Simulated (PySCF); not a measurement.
**A gas-phase reaction: BCl3 + H2S → BCl2HS + ClH**

Aim: the reaction energy of `ClB(Cl)Cl` + `S` → `SB(Cl)Cl` + `Cl`.

Computed with PySCF 2.14.0; each step states its level. No surroundings beyond the atoms listed, unless a continuum is named. Atoms count from 0, parts from 1.

## 1. Starting point

Each species was relaxed by itself at PBE0-D3(BJ)/def2-SVPD.

## 2. Energies of the species: wB97M-D3(BJ)/def2-TZVPD

Job settings and geometry (Å):

```
{"job": {"kind": "react", "xc": "wB97M-D3(BJ)", "basis": "def2-TZVPD"}, "charge": 0, "multiplicity": 1}
-1 BCl3 charge 0 multiplicity 1
Cl    -1.306680     0.183660     1.100780
B      0.018750    -0.011700    -0.015530
Cl    -0.226380     0.272070    -1.718600
Cl     1.588970    -0.492690     0.571120

-1 H2S charge 0 multiplicity 1
S     -0.009240     0.615280    -0.015080
H     -0.980170    -0.322550    -0.000510
H      0.969510    -0.313900     0.018250

+1 BCl2HS charge 0 multiplicity 1
S      1.156230     0.698380     0.378920
B     -0.383000    -0.202620     0.211460
Cl    -1.263960    -0.589170     1.677650
Cl    -1.024920    -0.708920    -1.341200
H      1.443100     0.751650    -0.940590

+1 ClH charge 0 multiplicity 1
Cl     0.644690    -0.006600    -0.006660
H     -0.643460     0.003280     0.002660
```

With the program's defaults for keys left out, this is: wB97M-D3(BJ)/def2-TZVPD reaction energy of separated species, gas phase.

The run is started by

```bash
$ OMP_NUM_THREADS=1 python cluster_run.py task.json out
```

This one command runs all jobs of the session in turn.

Standard output:

```text
species 1 (BCl3)
coarse grid: 24128 points
cycle   1  E = -1405.7116457410  dE =  5.923e-01  |g| = 4.661e-01  |ddm| = 1.597e+00
cycle   2  E = -1405.7192763220  dE = -7.631e-03  |g| = 5.107e-01  |ddm| = 7.104e-01
cycle   3  E = -1405.7819416013  dE = -6.267e-02  |g| = 2.519e-02  |ddm| = 3.203e-01
cycle   4  E = -1405.7822437170  dE = -3.021e-04  |g| = 6.438e-03  |ddm| = 4.099e-02
cycle   5  E = -1405.7822741046  dE = -3.039e-05  |g| = 1.664e-03  |ddm| = 1.305e-02
cycle   6  E = -1405.7822750125  dE = -9.078e-07  |g| = 4.515e-04  |ddm| = 2.182e-03
final grid: 46448 points
cycle   7  E = -1405.7821443044  dE = -1.203e-07  |g| = 1.971e-04  |ddm| = 1.203e-03
cycle   8  E = -1405.7821443179  dE = -1.346e-08  |g| = 1.455e-04  |ddm| = 3.141e-04
cycle   9  E = -1405.7821443235  dE = -5.615e-09  |g| = 3.558e-05  |ddm| = 1.046e-04
cycle  10  E = -1405.7821443243  dE = -8.695e-10  |g| = 1.549e-05  |ddm| = 5.357e-05
converged SCF energy = -1405.7821443243

species 2 (H2S)
coarse grid: 11264 points
cycle   1  E = -399.4336011487  dE = -1.424e-01  |g| = 1.945e-01  |ddm| = 1.016e+00
cycle   2  E = -399.4459452255  dE = -1.234e-02  |g| = 1.106e-01  |ddm| = 2.399e-01
cycle   3  E = -399.4491445566  dE = -3.199e-03  |g| = 1.578e-02  |ddm| = 9.278e-02
cycle   4  E = -399.4492188965  dE = -7.434e-05  |g| = 4.851e-03  |ddm| = 1.790e-02
cycle   5  E = -399.4492311333  dE = -1.224e-05  |g| = 9.336e-04  |ddm| = 7.536e-03
cycle   6  E = -399.4492318645  dE = -7.312e-07  |g| = 1.776e-04  |ddm| = 2.124e-03
final grid: 22496 points
cycle   7  E = -399.4492197089  dE = -2.336e-08  |g| = 1.134e-04  |ddm| = 6.118e-04
cycle   8  E = -399.4492197119  dE = -2.984e-09  |g| = 6.804e-05  |ddm| = 1.500e-04
cycle   9  E = -399.4492197127  dE = -7.715e-10  |g| = 8.769e-06  |ddm| = 5.994e-05
converged SCF energy = -399.4492197127

species 3 (BCl2HS)
coarse grid: 26600 points
cycle   1  E = -1344.2990908576  dE =  5.295e-01  |g| = 4.221e-01  |ddm| = 1.740e+00
cycle   2  E = -1344.3156009975  dE = -1.651e-02  |g| = 4.288e-01  |ddm| = 6.496e-01
cycle   3  E = -1344.3607021004  dE = -4.510e-02  |g| = 3.279e-02  |ddm| = 2.909e-01
cycle   4  E = -1344.3611419528  dE = -4.399e-04  |g| = 1.329e-02  |ddm| = 5.078e-02
cycle   5  E = -1344.3612160524  dE = -7.410e-05  |g| = 4.065e-03  |ddm| = 1.754e-02
cycle   6  E = -1344.3612229458  dE = -6.893e-06  |g| = 7.435e-04  |ddm| = 5.484e-03
final grid: 51824 points
cycle   7  E = -1344.3611269775  dE = -3.449e-07  |g| = 4.003e-04  |ddm| = 1.932e-03
cycle   8  E = -1344.3611270374  dE = -5.996e-08  |g| = 2.622e-04  |ddm| = 6.667e-04
cycle   9  E = -1344.3611270554  dE = -1.801e-08  |g| = 6.350e-05  |ddm| = 2.525e-04
cycle  10  E = -1344.3611270602  dE = -4.786e-09  |g| = 3.461e-05  |ddm| = 1.783e-04
cycle  11  E = -1344.3611270607  dE = -5.216e-10  |g| = 6.512e-06  |ddm| = 4.959e-05
converged SCF energy = -1344.3611270607

species 4 (ClH)
coarse grid: 8792 points
cycle   1  E = -460.8503330472  dE = -8.165e-02  |g| = 2.169e-01  |ddm| = 7.239e-01
cycle   2  E = -460.8625126489  dE = -1.218e-02  |g| = 1.397e-01  |ddm| = 2.651e-01
cycle   3  E = -460.8670521074  dE = -4.539e-03  |g| = 1.358e-02  |ddm| = 9.818e-02
cycle   4  E = -460.8670931906  dE = -4.108e-05  |g| = 3.364e-03  |ddm| = 9.545e-03
cycle   5  E = -460.8670994391  dE = -6.248e-06  |g| = 8.516e-04  |ddm| = 3.915e-03
final grid: 17120 points
cycle   6  E = -460.8670681761  dE = -3.716e-07  |g| = 3.676e-04  |ddm| = 8.892e-04
cycle   7  E = -460.8670682224  dE = -4.627e-08  |g| = 1.618e-04  |ddm| = 3.981e-04
cycle   8  E = -460.8670682290  dE = -6.575e-09  |g| = 4.221e-05  |ddm| = 1.295e-04
cycle   9  E = -460.8670682303  dE = -1.312e-09  |g| = 3.975e-06  |ddm| = 6.531e-05
cycle  10  E = -460.8670682303  dE = -5.400e-12  |g| = 8.166e-07  |ddm| = 3.313e-06
converged SCF energy = -460.8670682303

Reaction energy = 1.616 kcal/mol
```

Wall time 17 s (1 thread of Arm Neoverse V1, shared host); peak memory 0.64 GiB.

Species by species (with the dispersion term, which the log's SCF energies lack):

```
 ν    species  energy (Eh)  HOMO (eV)
-1  ClB(Cl)Cl  -1405.78726     -11.46
-1          S   -399.45056      -9.89
+1   SB(Cl)Cl  -1344.36764     -10.61
+1         Cl   -460.86761     -11.93
```

## 3. Reaction energy: PBE0-D3(BJ)/def2-TZVPD

Settings changed since step 2:

```diff
@@ -1,2 +1,2 @@
-{"job": {"kind": "react", "xc": "wB97M-D3(BJ)", "basis": "def2-TZVPD"}, "charge": 0, "multiplicity": 1}
+{"job": {"kind": "react", "xc": "PBE0", "basis": "def2-TZVPD", "disp": "d3bj"}, "charge": 0, "multiplicity": 1}
 -1 BCl3 charge 0 multiplicity 1
```

With the program's defaults for keys left out, this is: PBE0-D3(BJ)/def2-TZVPD reaction energy of separated species, gas phase.

Standard output:

```text
species 1 (BCl3)
coarse grid: 5960 points
cycle   1  E = -1405.1127193343  dE =  4.725e-01  |g| = 2.896e-01  |ddm| = 1.689e+00
cycle   2  E = -1405.0928577980  dE =  1.986e-02  |g| = 4.160e-01  |ddm| = 5.278e-01
cycle   3  E = -1405.1357336866  dE = -4.288e-02  |g| = 4.624e-02  |ddm| = 2.892e-01
cycle   4  E = -1405.1362011235  dE = -4.674e-04  |g| = 1.611e-02  |ddm| = 4.371e-02
cycle   5  E = -1405.1362556570  dE = -5.453e-05  |g| = 1.006e-03  |ddm| = 1.210e-02
cycle   6  E = -1405.1362558893  dE = -2.323e-07  |g| = 1.035e-04  |ddm| = 1.369e-03
final grid: 46448 points
cycle   7  E = -1405.1370137208  dE = -2.089e-05  |g| = 3.633e-03  |ddm| = 2.796e-02
cycle   8  E = -1405.1370137187  dE =  2.077e-09  |g| = 2.848e-03  |ddm| = 4.626e-03
cycle   9  E = -1405.1370152889  dE = -1.570e-06  |g| = 1.144e-03  |ddm| = 2.410e-03
cycle  10  E = -1405.1370156068  dE = -3.179e-07  |g| = 1.091e-04  |ddm| = 7.645e-04
cycle  11  E = -1405.1370156095  dE = -2.625e-09  |g| = 1.869e-05  |ddm| = 1.008e-04
cycle  12  E = -1405.1370156095  dE = -6.867e-11  |g| = 7.591e-06  |ddm| = 2.099e-05
converged SCF energy = -1405.1370156095

species 2 (H2S)
coarse grid: 2864 points
cycle   1  E = -399.2518632898  dE = -9.250e-02  |g| = 1.630e-01  |ddm| = 1.023e+00
cycle   2  E = -399.2538575504  dE = -1.994e-03  |g| = 1.600e-01  |ddm| = 2.978e-01
cycle   3  E = -399.2614719049  dE = -7.614e-03  |g| = 1.497e-02  |ddm| = 1.477e-01
cycle   4  E = -399.2614865171  dE = -1.461e-05  |g| = 1.103e-03  |ddm| = 5.881e-03
cycle   5  E = -399.2614868975  dE = -3.804e-07  |g| = 6.136e-04  |ddm| = 1.717e-03
final grid: 22496 points
cycle   6  E = -399.2625176421  dE = -7.081e-06  |g| = 4.895e-03  |ddm| = 1.692e-02
cycle   7  E = -399.2625182742  dE = -6.321e-07  |g| = 3.959e-03  |ddm| = 6.696e-03
cycle   8  E = -399.2625212050  dE = -2.931e-06  |g| = 2.911e-04  |ddm| = 3.503e-03
cycle   9  E = -399.2625212328  dE = -2.778e-08  |g| = 3.584e-05  |ddm| = 2.358e-04
cycle  10  E = -399.2625212331  dE = -3.642e-10  |g| = 6.381e-06  |ddm| = 2.919e-05
converged SCF energy = -399.2625212331

species 3 (BCl2HS)
coarse grid: 6584 points
cycle   1  E = -1343.7111729944  dE =  4.238e-01  |g| = 2.551e-01  |ddm| = 1.831e+00
cycle   2  E = -1343.7062036838  dE =  4.969e-03  |g| = 3.088e-01  |ddm| = 4.758e-01
cycle   3  E = -1343.7298131258  dE = -2.361e-02  |g| = 5.585e-02  |ddm| = 2.472e-01
cycle   4  E = -1343.7305272484  dE = -7.141e-04  |g| = 2.323e-02  |ddm| = 5.533e-02
cycle   5  E = -1343.7306692461  dE = -1.420e-04  |g| = 2.592e-03  |ddm| = 1.799e-02
cycle   6  E = -1343.7306707473  dE = -1.501e-06  |g| = 1.502e-03  |ddm| = 3.427e-03
final grid: 51824 points
cycle   7  E = -1343.7318561217  dE = -2.008e-05  |g| = 7.394e-03  |ddm| = 4.202e-02
cycle   8  E = -1343.7318491362  dE =  6.986e-06  |g| = 8.281e-03  |ddm| = 1.266e-02
cycle   9  E = -1343.7318662120  dE = -1.708e-05  |g| = 1.341e-03  |ddm| = 7.554e-03
cycle  10  E = -1343.7318666812  dE = -4.692e-07  |g| = 2.922e-04  |ddm| = 9.790e-04
cycle  11  E = -1343.7318667058  dE = -2.464e-08  |g| = 3.987e-05  |ddm| = 2.645e-04
cycle  12  E = -1343.7318667062  dE = -4.081e-10  |g| = 1.332e-05  |ddm| = 3.719e-05
converged SCF energy = -1343.7318667062

species 4 (ClH)
coarse grid: 2248 points
cycle   1  E = -460.6537838277  dE = -4.644e-02  |g| = 1.882e-01  |ddm| = 7.411e-01
cycle   2  E = -460.6558525440  dE = -2.069e-03  |g| = 1.902e-01  |ddm| = 3.151e-01
cycle   3  E = -460.6653814792  dE = -9.529e-03  |g| = 1.506e-02  |ddm| = 1.513e-01
cycle   4  E = -460.6654035364  dE = -2.206e-05  |g| = 2.693e-03  |ddm| = 7.323e-03
cycle   5  E = -460.6654050843  dE = -1.548e-06  |g| = 1.111e-03  |ddm| = 2.553e-03
final grid: 17120 points
cycle   6  E = -460.6658902910  dE = -4.429e-06  |g| = 2.164e-03  |ddm| = 7.338e-03
cycle   7  E = -460.6658903205  dE = -2.952e-08  |g| = 1.795e-03  |ddm| = 2.512e-03
cycle   8  E = -460.6658909381  dE = -6.176e-07  |g| = 1.533e-04  |ddm| = 1.363e-03
cycle   9  E = -460.6658909450  dE = -6.902e-09  |g| = 2.148e-05  |ddm| = 1.086e-04
cycle  10  E = -460.6658909451  dE = -1.004e-10  |g| = 4.934e-06  |ddm| = 1.681e-05
converged SCF energy = -460.6658909451

Reaction energy = 0.754 kcal/mol
```

It took 8.5 s on 1 thread of Arm Neoverse V1, shared host; peak memory 0.59 GiB.

Reaction energy at this level: 0.75 kcal/mol.

## 4. Energies of the species: MP2/def2-TZVPD

Settings changed since step 3:

```diff
@@ -1,2 +1,2 @@
-{"job": {"kind": "react", "xc": "PBE0", "basis": "def2-TZVPD", "disp": "d3bj"}, "charge": 0, "multiplicity": 1}
+{"job": {"kind": "react", "xc": "MP2", "basis": "def2-TZVPD"}, "charge": 0, "multiplicity": 1}
 -1 BCl3 charge 0 multiplicity 1
```

With the program's defaults for keys left out, this is: MP2/def2-TZVPD reaction energy of separated species, gas phase.

Standard output:

```text
species 1 (BCl3)
final grid: 46448 points
cycle   1  E = -1403.2729015074  dE =  6.988e-01  |g| = 4.907e-01  |ddm| = 1.582e+00
cycle   2  E = -1403.3238131978  dE = -5.091e-02  |g| = 3.394e-01  |ddm| = 6.188e-01
cycle   3  E = -1403.3523184806  dE = -2.851e-02  |g| = 3.807e-02  |ddm| = 2.308e-01
cycle   4  E = -1403.3531850525  dE = -8.666e-04  |g| = 9.451e-03  |ddm| = 7.041e-02
cycle   5  E = -1403.3532487819  dE = -6.373e-05  |g| = 2.216e-03  |ddm| = 1.568e-02
cycle   6  E = -1403.3532528942  dE = -4.112e-06  |g| = 5.794e-04  |ddm| = 3.799e-03
cycle   7  E = -1403.3532531654  dE = -2.712e-07  |g| = 1.058e-04  |ddm| = 1.198e-03
cycle   8  E = -1403.3532531720  dE = -6.583e-09  |g| = 2.552e-05  |ddm| = 2.456e-04
cycle   9  E = -1403.3532531725  dE = -4.943e-10  |g| = 6.764e-06  |ddm| = 4.756e-05
converged SCF energy = -1403.3532531725

species 2 (H2S)
final grid: 22496 points
cycle   1  E = -398.6881059018  dE = -1.695e-01  |g| = 2.014e-01  |ddm| = 9.977e-01
cycle   2  E = -398.7050960421  dE = -1.699e-02  |g| = 7.023e-02  |ddm| = 1.849e-01
cycle   3  E = -398.7068536033  dE = -1.758e-03  |g| = 2.154e-02  |ddm| = 5.635e-02
cycle   4  E = -398.7071964069  dE = -3.428e-04  |g| = 6.311e-03  |ddm| = 2.471e-02
cycle   5  E = -398.7072258209  dE = -2.941e-05  |g| = 1.395e-03  |ddm| = 9.171e-03
cycle   6  E = -398.7072273025  dE = -1.482e-06  |g| = 3.129e-04  |ddm| = 2.398e-03
cycle   7  E = -398.7072273882  dE = -8.569e-08  |g| = 5.003e-05  |ddm| = 6.832e-04
cycle   8  E = -398.7072273904  dE = -2.252e-09  |g| = 1.186e-05  |ddm| = 9.128e-05
cycle   9  E = -398.7072273906  dE = -1.230e-10  |g| = 1.950e-06  |ddm| = 2.073e-05
converged SCF energy = -398.7072273906

species 3 (BCl2HS)
final grid: 51824 points
cycle   1  E = -1341.8799773871  dE =  6.299e-01  |g| = 4.549e-01  |ddm| = 1.715e+00
cycle   2  E = -1341.9334490452  dE = -5.347e-02  |g| = 2.917e-01  |ddm| = 5.866e-01
cycle   3  E = -1341.9554158704  dE = -2.197e-02  |g| = 4.689e-02  |ddm| = 2.197e-01
cycle   4  E = -1341.9567170157  dE = -1.301e-03  |g| = 1.304e-02  |ddm| = 8.138e-02
cycle   5  E = -1341.9568223265  dE = -1.053e-04  |g| = 3.791e-03  |ddm| = 1.986e-02
cycle   6  E = -1341.9568322720  dE = -9.946e-06  |g| = 1.070e-03  |ddm| = 5.906e-03
cycle   7  E = -1341.9568331759  dE = -9.038e-07  |g| = 2.870e-04  |ddm| = 2.020e-03
cycle   8  E = -1341.9568332361  dE = -6.020e-08  |g| = 7.266e-05  |ddm| = 5.812e-04
cycle   9  E = -1341.9568332393  dE = -3.241e-09  |g| = 2.311e-05  |ddm| = 1.350e-04
cycle  10  E = -1341.9568332397  dE = -4.090e-10  |g| = 5.524e-06  |ddm| = 4.714e-05
converged SCF energy = -1341.9568332397

species 4 (ClH)
final grid: 17120 points
cycle   1  E = -460.0817348819  dE = -1.009e-01  |g| = 2.132e-01  |ddm| = 7.101e-01
cycle   2  E = -460.0969050153  dE = -1.517e-02  |g| = 8.401e-02  |ddm| = 2.053e-01
cycle   3  E = -460.0986384022  dE = -1.733e-03  |g| = 1.826e-02  |ddm| = 5.472e-02
cycle   4  E = -460.0988469694  dE = -2.086e-04  |g| = 6.315e-03  |ddm| = 1.638e-02
cycle   5  E = -460.0988769694  dE = -3.000e-05  |g| = 1.289e-03  |ddm| = 7.398e-03
cycle   6  E = -460.0988781855  dE = -1.216e-06  |g| = 2.808e-04  |ddm| = 1.659e-03
cycle   7  E = -460.0988782388  dE = -5.327e-08  |g| = 4.150e-05  |ddm| = 4.895e-04
cycle   8  E = -460.0988782395  dE = -7.312e-10  |g| = 7.806e-06  |ddm| = 6.177e-05
converged SCF energy = -460.0988782395

Reaction energy = 1.197 kcal/mol
```

Run time: 4.6 s. Hardware: 1 thread of Arm Neoverse V1, shared host; peak memory 0.43 GiB.

Reaction energy at this level: 1.20 kcal/mol.

## 5. Comparing the runs

Energies in kcal/mol, with wall time:

```
                    run  reaction   time
wB97M-D3(BJ)/def2-TZVPD      1.62   17 s
 PBE0-D3(BJ)/def2-TZVPD      0.75  8.5 s
         MP2/def2-TZVPD      1.20  4.6 s
```

## 6. What came out

| quantity | value |
| --- | --- |
| reaction energy (wB97M-D3(BJ)/def2-TZVPD) | 1.62 kcal/mol |
| ΔH, ΔG at 298 K (xTB thermal terms) | +1.7, +1.5 kcal/mol |
| range of the reaction energy over the runs of this table | 0.75 to 1.62 kcal/mol |

The reaction is endothermic by 1.7 kcal/mol in the gas phase; dispersion gives -0.37, and xTB itself gave 3.68 for the electronic energy (xTB energies and thermal terms come from the earlier relaxation of each species, not shown). No barrier was sought. The reaction energy runs from 0.75 (PBE0-D3(BJ)/def2-TZVPD) to 1.62 kcal/mol (wB97M-D3(BJ)/def2-TZVPD).
